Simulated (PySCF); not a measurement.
**RbGe (quartet): the SCF solver's settings**

The same problem is solved with other solver options, one edit a run.

The runs use PySCF 2.14.0; each script names its method and basis.

2 further runs of the same task are left out: 1 for a known fault of the program, 1 that didn't finish.

### 1 The starting structure

RbGe (quartet): 2 atoms, charge 0, spin multiplicity 4.

No contacts short enough for the rule that draws bonds.

### 2 The base run

input.py

```python
from pyscf import gto, scf, mp

mol = gto.M(
    atom='Rb 0 0 0; Ge 0 0 3.703',
    basis='def2-svp',
    ecp={'Rb': 'def2-svp'},
    charge=0,
    spin=3,
    symmetry=True,
    verbose=3,
)
mf = scf.UHF(mol)
mf.kernel()
mp.MP2(mf, frozen=9).kernel()
mf.dip_moment()
print('orbital energies (hartree):', [e[max(0, n-3):n+3].round(4) for e, n in zip(mf.mo_energy, mol.nelec)])
```

Started as:

```sh
$ OMP_NUM_THREADS=1 python input.py
```

Its log is not repeated here.

In short: E(SCF) = -2098.895362 Eh, E(MP2) − E(SCF) = -0.23340 Eh, ⟨S²⟩ = 3.753, μ = 13.22 D (of the SCF density).

The bond length is a typed value, not an optimised one. The quartet is typed in the script; nothing here shows that it is the ground state.

### 3 DIIS space off

Edit 1 changes DIIS space: default → off.

input.py

```python
from pyscf import gto, scf, mp

mol = gto.M(
    atom='Rb 0 0 0; Ge 0 0 3.703',
    basis='def2-svp',
    ecp={'Rb': 'def2-svp'},
    charge=0,
    spin=3,
    symmetry=True,
    verbose=3,
)
mf = scf.UHF(mol)
mf.diis = False
mf.kernel()
mp.MP2(mf, frozen=9).kernel()
mf.dip_moment()
print('orbital energies (hartree):', [e[max(0, n-3):n+3].round(4) for e, n in zip(mf.mo_energy, mol.nelec)])
```

Started as:

```sh
$ OMP_NUM_THREADS=1 python input.py
```

### 4 Level shift 0.5 hartree

Edit 2 changes level shift: none → 0.5 hartree.

Edit input.py of step 2 so:

```diff
@@ -12,2 +12,3 @@
 mf = scf.UHF(mol)
+mf.level_shift = 0.5
 mf.kernel()
```

### 5 Second-order solver on

Edit 3 changes second-order solver: off → on.

Edit input.py of step 2 so:

```diff
@@ -12,2 +12,3 @@
 mf = scf.UHF(mol)
+mf = mf.newton()
 mf.kernel()
```

### 6 Point-group symmetry off

Edit 4 changes point-group symmetry: on → off.

Edit input.py of step 2 so:

```diff
@@ -8,3 +8,2 @@
     spin=3,
-    symmetry=True,
     verbose=3,
```

**Question.** What will these runs give? Wanted: for each run, E(SCF); from base; SCF dipole; after the SCF.

**Answer**, as computed:

```
                     run  E(SCF) (hartree)  from base (eV)  SCF dipole (D)                           after the SCF
                    base      -2098.895362               0           13.22  MP2 correlation -6.351 eV, core frozen
          DIIS space off      -2098.895362          0.0000           13.22  MP2 correlation -6.351 eV, core frozen
 level shift 0.5 hartree      -2098.895362          0.0000           13.22  MP2 correlation -6.351 eV, core frozen
  second-order solver on      -2098.895362          0.0000           13.22  MP2 correlation -6.351 eV, core frozen
point-group symmetry off      -2098.895362          0.0000           13.22  MP2 correlation -6.351 eV, core frozen
```

In words: No change of the SCF energy comes from DIIS space off or level shift 0.5 hartree or second-order solver on or point-group symmetry off.
